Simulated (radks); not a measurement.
# The Coulomb parameter U of the 4f shell of Tm⁺

One table from this session's results is given with a row withheld; the runs are named, their logs left out.

The numbers are computed with radks (a radial shooting solver on a logarithmic mesh, Libxc functionals) version 1 (scalar-relativistic Kohn-Sham, r2SCAN, spin-unpolarised, spherical densities, finite nucleus), except any that are marked as measured or tabulated.

## What is computed

| Quantity | Value |
| --- | --- |
| element | thulium (Z = 69) |
| charge | +1 |
| electrons | 68 |
| configuration | [Xe] 4f11.5 5d1.5 6s1 |
| nuclear rms radius | 5.2256 fm |

Set-up of the first run:

Settings of this run:

```text
Z 69
configuration [Xe] 4f11.5 5d1.5 6s1
relativity scalar-relativistic
functional r2scan,r2scan
spin unpolarised
nucleus finite rms 5.2256 fm
c 137.035999084
```

Steps of the session up to this table: Start: [Xe] 4f11.5 5d1.5 6s1.

One of the session's tables, all rows but one given; the rest of the session is left out.

It belongs to the step «Start: [Xe] 4f11.5 5d1.5 6s1». Sizes of the orbitals, from the radial functions (bohr):

```
level     <r>  outermost maximum (interpolated)  90 % within  nodes
   4s  0.4973                             0.464        0.714      3
   4p  0.5272                             0.485        0.766      2
   4d       ?                                 ?            ?      ?
   5s   1.208                              1.08         1.74      4
   5p   1.416                              1.23         2.08      3
   4f  0.7368                             0.492         1.25      0
   6s   3.420                              3.00         4.96      5
   5d   2.386                              1.74         3.83      2
```

**Question.** Estimate the row for 4d.

The run gave: <r>: 0.5690; outermost maximum (interpolated): 0.501; 90 % within: 0.854; nodes: 1. In the column «<r>» it lies between 4p (0.5272) and 4f (0.7368).
